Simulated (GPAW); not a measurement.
Wanted: an ASE script for a GPAW 26.7.0 run.

```yaml
Task: electron localisation function
Functional: PBE
Potentials_or_basis: GPAW PAW data sets (gpaw-data 1.2.1)
Cutoff: 450 eV
Basis: pw
k_mesh: 8 × 8 × 1
Occupations: fermi-dirac, width 0.05 eV
Spin: no spin polarisation
Maxiter: 50
Dipole_layer: yes
Mixer: pulay beta=0.02 nmaxold=8 weight=100.0
```

The structure of Y lies in Y.xyz:

```xyz
3
Lattice="3.6514992371 -0.0000000000 0.0000000000 -1.8257496186 3.1622911012 0.0000000000 0.0000000000 0.0000000000 20.7474000000" Properties=species:S:1:pos:R:3 pbc="T T T"
Y      0.0000000000      2.1081940673      7.5000000000
Y      1.8257496185      1.0540970339     10.3737000000
Y      0.0000000000      2.1081940673     13.2474000000
```

The cell isn't the ideal one: the (0 0 1) slab of Y, cut from the database cell, not relaxed.

These files were run (other wordings do the same):

run.py

```python
from ase.dft.bandgap import bandgap
from ase.io import read, write
from ase.units import Bohr
from gpaw import GPAW, PW
from gpaw.elf import elf_from_dft_calculation

atoms = read('Y.xyz')
atoms.pbc = (True, True, False)

calc = GPAW(mode=PW(450),
            xc='PBE',
            kpts={'size': (8, 8, 1), 'gamma': True},
            occupations={'name': 'fermi-dirac', 'width': 0.05},
            nbands=33,
            convergence={'density': 1e-05, 'energy': 1e-05},
            mixer={'backend': 'pulay', 'beta': 0.02, 'nmaxold': 8, 'weight': 100.0},
            maxiter=50,
            poissonsolver={'dipolelayer': 'xy'},
            txt='gpaw.txt')
atoms.calc = calc
energy = atoms.get_potential_energy()
forces = atoms.get_forces()
calc.write('gs.gpw')
write('result.traj', atoms)
print(f'Energy: {energy:.6f} eV')
print('Forces (eV/A):')
print(forces.round(4))
print('Fermi level:', round(calc.get_fermi_level(), 4), 'eV')
print(f'Gap: {bandgap(calc)[0]:.4f} eV, direct: {bandgap(calc, direct=True)[0]:.4f} eV')

# fields on the real-space grid
write('density.cube', atoms, data=calc.get_pseudo_density() * Bohr**3)
write('potential.cube', atoms, data=calc.get_electrostatic_potential())
write('elf.cube', atoms, data=elf_from_dft_calculation(calc).data)
```

Potentials or basis: GPAW PAW data sets (gpaw-data 1.2.1), pw.

Command:

```bash
$ OMP_NUM_THREADS=1 python run.py
```

Results of the run:

```yaml
Largest_force: 0.198 eV/Å
Band_gap_on_the_k_mesh: none (metal or under the smearing width)
```

It took 94 s on 1 thread of Intel(R) Xeon(R) Platinum 8259CL CPU @ 2.50GHz (Skylake/Cascade Lake) (shared host), peak memory 0.21 GiB.
